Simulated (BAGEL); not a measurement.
# B2H6O2 (SMILES [BH2-]1[OH+][BH2-][OH+]1) at PBE0/def2-SVP (density fitting with qzvpp-jkfit)

What is the energy change on altering one bond length of B2H6O2 at PBE0/def2-SVP (density fitting with qzvpp-jkfit)? 

Program for the calculation: BAGEL 1.2.2.

**1. The structure to begin with**

The species is B2H6O2 (10 atoms), meant as a singlet with charge 0. SMILES: `[BH2-]1[OH+][BH2-][OH+]1`. The coordinates come from a PBE0-D4/def2-TZVP relaxation.

Bond lengths: B1–O2 1.558 Å, O2–B3 1.558 Å, B1–O4 1.558 Å, B3–O4 1.558 Å, B1–H5 1.204 Å, B1–H6 1.196 Å, O2–H7 0.960 Å, B3–H8 1.204 Å, B3–H9 1.196 Å, O4–H10 0.960 Å. Some angles: B1–O2–B3 88.7°, O2–B1–O4 91.1°, O2–B3–O4 91.1°, B1–O4–B3 88.7°, B1–O2–H7 112.2°, B3–O2–H7 112.2°, O2–B1–H5 111.9°, O2–B1–H6 110.2°, O4–B1–H5 111.9°, O4–B1–H6 110.2°.

**2. The energy at PBE0/def2-SVP (density fitting with qzvpp-jkfit)**

Contents of input.json:

```json
{ "bagel" : [

{
  "title" : "molecule",
  "basis" : "svp",
  "df_basis" : "qzvpp-jkfit",
  "angstrom" : true,
  "geometry" : [
    { "atom" : "B", "xyz" : [   -0.454300,    0.871100,   -0.485000 ] },
    { "atom" : "O", "xyz" : [   -1.010100,   -0.446200,    0.134100 ] },
    { "atom" : "B", "xyz" : [    0.389600,   -0.696200,    0.771200 ] },
    { "atom" : "O", "xyz" : [    0.974600,    0.554700,    0.049600 ] },
    { "atom" : "H", "xyz" : [   -0.497800,    0.855800,   -1.688200 ] },
    { "atom" : "H", "xyz" : [   -0.907900,    1.818900,    0.085900 ] },
    { "atom" : "H", "xyz" : [   -1.225800,   -1.099300,   -0.535700 ] },
    { "atom" : "H", "xyz" : [    0.888100,   -1.718000,    0.374900 ] },
    { "atom" : "H", "xyz" : [    0.345300,   -0.508400,    1.951400 ] },
    { "atom" : "H", "xyz" : [    1.581300,    0.316300,   -0.655300 ] }
  ]
},
{
  "title" : "ks",
  "xc_func" : "pbe0"
},
{
  "title" : "print",
  "file" : "orbitals.molden",
  "orbitals" : true
}

]}
```

On the command line:

```sh
$ BAGEL_NUM_THREADS=1 BAGEL input.json > input.out
```

What it wrote:

```text
* using 1 threads per process

  ===============================================================
  ===============================================================

  *** Geometry ***

  { "atom" : "B", "xyz" : [     -0.858503,      1.646140,     -0.916517 ] },
  { "atom" : "O", "xyz" : [     -1.908812,     -0.843196,      0.253412 ] },
  { "atom" : "B", "xyz" : [      0.736237,     -1.315627,      1.457357 ] },
  { "atom" : "O", "xyz" : [      1.841727,      1.048231,      0.093730 ] },
  { "atom" : "H", "xyz" : [     -0.940706,      1.617228,     -3.190236 ] },
  { "atom" : "H", "xyz" : [     -1.715682,      3.437223,      0.162327 ] },
  { "atom" : "H", "xyz" : [     -2.316426,     -2.077376,     -1.012326 ] },
  { "atom" : "H", "xyz" : [      1.678266,     -3.246549,      0.708458 ] },
  { "atom" : "H", "xyz" : [      0.652522,     -0.960737,      3.687612 ] },
  { "atom" : "H", "xyz" : [      2.988224,      0.597720,     -1.238338 ] },

  Number of auxiliary basis functions:      412

  Since a DF basis is specified, we compute 2- and 3-index integrals:
    o Being stored without compression. Storage requirement is 0.024 GB

  Number of basis functions:       86
  Number of electrons      :       32

    * METHOD: MOLECULE                             0.14

  *** Kohn-Sham DFT ***

    * Removing 20355 points whose weight is below 1.00e-10
    * Grid points: 128705

  === Nuclear Repulsion ===
   122.5349905246

       - DIIS with orbital gradients will be used.

  === KS iteration (pbe0 / svp) ===
      0       -175.32620176          0.13215304           0.28
      1       -164.15062418          0.13604510           0.26
      2       -178.95598440          0.15777111           0.26
      3       -199.31148405          0.08977467           0.26
      4       -200.54190446          0.07809979           0.26
      5       -201.63221321          0.06236813           0.27
      6       -202.53901453          0.04472030           0.27
      7       -203.24850557          0.02193049           0.27
      8       -203.43398725          0.00082184           0.27
      9       -203.43427224          0.00024796           0.27
     10       -203.43430086          0.00004610           0.26
     11       -203.43430158          0.00001244           0.27
     12       -203.43430162          0.00000682           0.27
     13       -203.43430164          0.00000103           0.27
     14       -203.43430164          0.00000016           0.27
     15       -203.43430164          0.00000005           0.27
     16       -203.43430164          0.00000002           0.27
     17       -203.43430164          0.00000001           0.27
    * SCF iteration converged.

    * Permanent dipole moment:
           (   -0.269229,     0.614248,     0.946971) a.u.

    * METHOD: KS                                   5.43

    * METHOD: PRINT                                0.01

  ===============================================================
```

Wall time 5.7 s (1 thread of Arm Neoverse V2, shared host); peak memory 0.49 GiB.

**3. The distorted shape at the same level**

Contents of job.json:

```json
{ "bagel": [

{
  "title": "molecule",
  "basis": "svp",
  "df_basis": "qzvpp-jkfit",
  "angstrom": "true",
  "geometry": [
    { "atom": "B", "xyz": [      -0.432150,       0.777201,      -1.075096 ] },
    { "atom": "O", "xyz": [      -0.987950,      -0.540099,      -0.455996 ] },
    { "atom": "B", "xyz": [       0.411750,      -0.790099,       0.181104 ] },
    { "atom": "O", "xyz": [       0.996750,       0.460801,      -0.540496 ] },
    { "atom": "H", "xyz": [      -0.475650,       0.761901,      -2.278296 ] },
    { "atom": "H", "xyz": [      -0.885750,       1.725001,      -0.504196 ] },
    { "atom": "H", "xyz": [      -1.203650,      -1.193199,      -1.125796 ] },
    { "atom": "H", "xyz": [       0.910250,      -1.811899,      -0.215196 ] },
    { "atom": "H", "xyz": [       0.345300,      -0.508400,       1.951400 ] },
    { "atom": "H", "xyz": [       1.603450,       0.222401,      -1.245396 ] }
  ]
},

{ "title": "ks", "xc_func": "pbe0" },

{ "title": "print", "file": "orbitals.molden", "orbitals": "true" }

]}
```

On the command line:

```sh
$ BAGEL_NUM_THREADS=1 BAGEL job.json > job.out
```

What it wrote:

```text
* using 1 threads per process

  ===============================================================
  ===============================================================

  *** Geometry ***

  { "atom" : "B", "xyz" : [     -0.816645,      1.468697,     -2.031637 ] },
  { "atom" : "O", "xyz" : [     -1.866955,     -1.020639,     -0.861708 ] },
  { "atom" : "B", "xyz" : [      0.778095,     -1.493071,      0.342237 ] },
  { "atom" : "O", "xyz" : [      1.883585,      0.870788,     -1.021389 ] },
  { "atom" : "H", "xyz" : [     -0.898848,      1.439784,     -4.305355 ] },
  { "atom" : "H", "xyz" : [     -1.673825,      3.259779,     -0.952792 ] },
  { "atom" : "H", "xyz" : [     -2.274569,     -2.254819,     -2.127446 ] },
  { "atom" : "H", "xyz" : [      1.720123,     -3.423993,     -0.406662 ] },
  { "atom" : "H", "xyz" : [      0.652522,     -0.960737,      3.687612 ] },
  { "atom" : "H", "xyz" : [      3.030081,      0.420277,     -2.353457 ] },

  Number of auxiliary basis functions:      412

  Since a DF basis is specified, we compute 2- and 3-index integrals:
    o Being stored without compression. Storage requirement is 0.024 GB

  Number of basis functions:       86
  Number of electrons      :       32

    * METHOD: MOLECULE                             0.14

  *** Kohn-Sham DFT ***

    * Removing 19802 points whose weight is below 1.00e-10
    * Grid points: 129258

  === Nuclear Repulsion ===
   120.8816830596

       - DIIS with orbital gradients will be used.

  === KS iteration (pbe0 / svp) ===
      0       -175.31405399          0.13162549           0.28
      1       -163.61931503          0.13067490           0.27
      2       -178.84840208          0.15444599           0.27
      3       -196.66837462          0.09995768           0.27
      4       -192.97264220          0.10607797           0.27
      5       -200.08140561          0.07883037           0.27
      6       -201.22422177          0.06623057           0.27
      7       -202.79589126          0.03716116           0.27
      8       -203.33459887          0.00828666           0.27
      9       -203.36478690          0.00330934           0.27
     10       -203.36918170          0.00099531           0.27
     11       -203.36971268          0.00010817           0.27
     12       -203.36971754          0.00003033           0.27
     13       -203.36971793          0.00000462           0.27
     14       -203.36971793          0.00000355           0.27
     15       -203.36971794          0.00000041           0.27
     16       -203.36971794          0.00000015           0.27
     17       -203.36971794          0.00000006           0.28
     18       -203.36971794          0.00000002           0.28
     19       -203.36971794          0.00000001           0.27
    * SCF iteration converged.

    * Permanent dipole moment:
           (   -0.254864,     0.626477,     1.428394) a.u.

    * METHOD: KS                                   6.04

    * METHOD: PRINT                                0.01

  ===============================================================
```

Run time: 6.6 s. Hardware: 1 thread of Arm Neoverse V2, shared host; peak memory 0.49 GiB.

**4. Results**

At PBE0/def2-SVP (density fitting with qzvpp-jkfit):

| quantity | value |
| --- | --- |
| first shape: total energy | -203.43430 Eh |
| first shape: dipole moment | 2.95 D |
| first shape: HOMO energy | -8.19 eV |
| first shape: LUMO energy | 0.94 eV |
| first shape: HOMO–LUMO gap | 9.12 eV |
| distorted shape: total energy | -203.36972 Eh |
| distorted shape: dipole moment | 4.02 D |
| distorted shape: HOMO energy | -7.19 eV |
| distorted shape: LUMO energy | 0.68 eV |
| distorted shape: HOMO–LUMO gap | 7.88 eV |
| energy change with the B3–H9 bond stretched from 1.196 to 1.794 Å | 1.757 eV |

In words: With the B3–H9 bond stretched from 1.196 to 1.794 Å the energy rises by 1.76 eV (170 kJ/mol). The first shape isn't relaxed at this level, so the change isn't measured from a minimum.
